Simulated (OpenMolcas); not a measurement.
# TeN in OpenMolcas, from active space to Ω levels

Aim: the low electronic states of TeN, first without spin–orbit coupling and then as Ω levels, at one distance and along the bond.

Program: OpenMolcas 26.06. Level of theory: SA-CASSCF(9,7), XMS-CASPT2, RASSI; ANO-RCC-VTZP. These are calculated values, not measurements.

## 1. Input

C2 symmetry about the axis (a holds Σ, Δ, Γ; b holds Π, Φ, H; Σ⁺ and Σ⁻ are not told apart); roots by multiplicity and irrep: 2b 8, 4b 2, 4a 2, 2a 5.

Active shells: Te 5p, N 2s 2p.

m.inp

```
&GATEWAY
Coord
2
angstrom
Te 0.0 0.0 0.0
N 0.0 0.0 1.8900
Basis=ANO-RCC-VTZP
Group=XY
RX2C
AMFI
ANGMom
0.0 0.0 0.0
RICD
&SEWARD
&GUESSORB
&RASSCF
FileOrb=$CurrDir/o22.orb
Symmetry=2
Spin=2
nActEl=9 0 0
Inactive=15 10
RAS2=3 4
CIRoot=8 8 1
Linear
Iterations=120 100
OrbListing=Nothing
PRWF=0.15
>>COPY $Project.RasOrb $CurrDir/o22.orb
>>COPY $Project.rasscf.h5 $CurrDir/r22.h5
&CASPT2
XMultistate=all
Imaginary=0.2
IPEA=0.25
MaxIter=40
>>COPY $Project.JobMix JOB001
&RASSCF
FileOrb=$CurrDir/o42.orb
Symmetry=2
Spin=4
nActEl=9 0 0
Inactive=15 10
RAS2=3 4
CIRoot=2 2 1
Linear
Iterations=120 100
OrbListing=Nothing
PRWF=0.15
>>COPY $Project.RasOrb $CurrDir/o42.orb
>>COPY $Project.rasscf.h5 $CurrDir/r42.h5
&CASPT2
XMultistate=all
Imaginary=0.2
IPEA=0.25
MaxIter=40
>>COPY $Project.JobMix JOB002
&RASSCF
FileOrb=$CurrDir/o41.orb
Symmetry=1
Spin=4
nActEl=9 0 0
Inactive=15 10
RAS2=3 4
CIRoot=2 2 1
Linear
Iterations=120 100
OrbListing=Nothing
PRWF=0.15
>>COPY $Project.RasOrb $CurrDir/o41.orb
>>COPY $Project.rasscf.h5 $CurrDir/r41.h5
&CASPT2
XMultistate=all
Imaginary=0.2
IPEA=0.25
MaxIter=40
>>COPY $Project.JobMix JOB003
&RASSCF
FileOrb=$CurrDir/o21.orb
Symmetry=1
Spin=2
nActEl=9 0 0
Inactive=15 10
RAS2=3 4
CIRoot=5 5 1
Linear
Iterations=120 100
OrbListing=Nothing
PRWF=0.15
>>COPY $Project.RasOrb $CurrDir/o21.orb
>>COPY $Project.rasscf.h5 $CurrDir/r21.h5
&CASPT2
XMultistate=all
Imaginary=0.2
IPEA=0.25
MaxIter=40
>>COPY $Project.JobMix JOB004
&RASSI
Nr of JobIphs=4 8 2 2 5
1 2 3 4 5 6 7 8
1 2
1 2
1 2 3 4 5
SpinOrbit
EJob
Omega
MEES
MESO
Properties=4
'AngMom' 3 'Mltpl  1' 1 'Mltpl  1' 2 'Mltpl  1' 3
Thrs=1.0d-4
>>COPY $Project.rassi.h5 $CurrDir/so.h5
```

Each module block was a call of its own in one work directory; start orbitals came from a preliminary run.

Command:

```console
> pymolcas m.inp
```

## 2. CASSCF and CASPT2, block by block

The runs that follow: From Λ–S states to Ω levels.

**Question.** What will these runs give? Wanted: lowest spin-free state; next spin-free state; lowest level; next level; lowering by spin–orbit coupling.

**Answer**, as computed:

```
                       quantity                value
         lowest spin-free state                (1)2Π
           next spin-free state      (1)4Π, 1.980 eV
                   lowest level  Ω = 1/2, 99 % (1)2Π
                     next level   Ω = 3/2, 1539 cm⁻¹
lowering by spin–orbit coupling            1013 cm⁻¹
```

In words: At 1.890 Å the lowest computed level has Ω = 1/2 and is 99 % (1)2Π. The levels that stem mainly from (1)2Π spread over 1539 cm⁻¹. Only the spin multiplicities and numbers of roots in the input were computed, so the list of states is not complete and the lowest one found need not be the ground state; labels number the states computed.
